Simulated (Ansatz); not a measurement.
# GaN: the crystal squeezed far

The task here is to estimate one member of a computed series from the others.

Program: Ansatz 0.2.0. Level of theory: DFT LDA, with the methods named in each step. These are calculated values, not measurements.

### The system as given

The structure is cubic, space group F-43m (No. 216). The conventional cell has a = 4.334 Å, b = 4.334 Å, c = 4.334 Å, α = 90.00°, β = 90.00°, γ = 90.00°. Around Ga (site symmetry -43m) lie 4 N at 1.88 Å. Around N (site symmetry -43m) lie 4 Ga at 1.88 Å.

As a file:

```
Ga N
1.0
     0.00000    2.16709    2.16709
     2.16709    0.00000    2.16709
     2.16709    2.16709    0.00000
Ga N
1 1
Direct
  0.00000 0.00000 0.00000
  0.25000 0.25000 0.25000
```

Whether this phase is the stable one at these pressures isn't tested.

Atoms are numbered in the order of the input: Ga1, N2.

The first run:

Contents of input.yaml:

```yaml
crystal:
  lattice:
    - [0.0, 2.1670925389, 2.1670925389]
    - [2.1670925389, 0.0, 2.1670925389]
    - [2.1670925389, 2.1670925389, 0.0]
  atoms:
    - { symbol: Ga, position: [0.0, 0.0, 0.0] }
    - { symbol: "N", position: [0.25, 0.25, 0.25] }
kpoints:
  mp_grid: { grid: [17, 17, 17] }
scf:
  occupations: { method: fermi_dirac, width: 0.05 }
hamiltonian:
  xc: lda
  pseudopotentials: { kind: paw }
output:
  forces: true
  stress: true
relax:
  f_tol: 0.005
  max_steps: 40
  cell: {}
```

Command:

```bash
$ ansatz run input.yaml --threads 1 --pin off --max-ram 2048MiB --backend cpu --events-out ev --progress --plain --runs-dir out
```

Among the steps run: Cell relaxed at zero pressure, PAW; Volume scaled by 1, PAW; Volume scaled by 0.94, PAW; Volume scaled by 0.88, PAW; Volume scaled by 0.8, PAW; Volume scaled by 0.8, PAW (source ansatz); Volume scaled by 0.72, PAW; Volume scaled by 0.72, PAW (level accurate); Volume scaled by 0.64, PAW; Volume scaled by 0.55, PAW; Volume scaled by 0.55, PAW (source ansatz).

One of the session's tables, all rows but one given; the rest of the session is left out.

| method | volume over the first | volume (Å³/atom) | pressure (GPa) | gap on the k mesh (eV) |
| --- | --- | --- | --- | --- |
| PAW | 1 | 11.053 | 0.03 | 1.96 |
| PAW | 0.94 | 10.390 | 14.37 | 2.36 |
| PAW | 0.88 | 9.727 | 34.15 | 2.78 |
| PAW | 0.8 | 8.843 | 72.99 | 3.35 |
| PAW | 0.72 | 7.958 | 134.15 | 3.36 |
| PAW | 0.64 | ? | ? | ? |
| PAW | 0.55 | 6.079 | 425.65 | 3.38 |
| PAW (level accurate) | 0.72 | 7.958 | 134.87 | 3.35 |
| PAW (source ansatz) | 0.8 | 8.843 | 73.48 | 3.35 |
| PAW (source ansatz) | 0.55 | 6.079 | 428.63 | 3.39 |

Q: Estimate the row for PAW, 0.64 from the others.

**Answer.** volume (Å³/atom): 7.074; pressure (GPa): 232.83; gap on the k mesh (eV): 3.36. In the column «volume (Å³/atom)» it lies between PAW (source ansatz), 0.55 (6.079) and PAW, 0.72 (7.958).
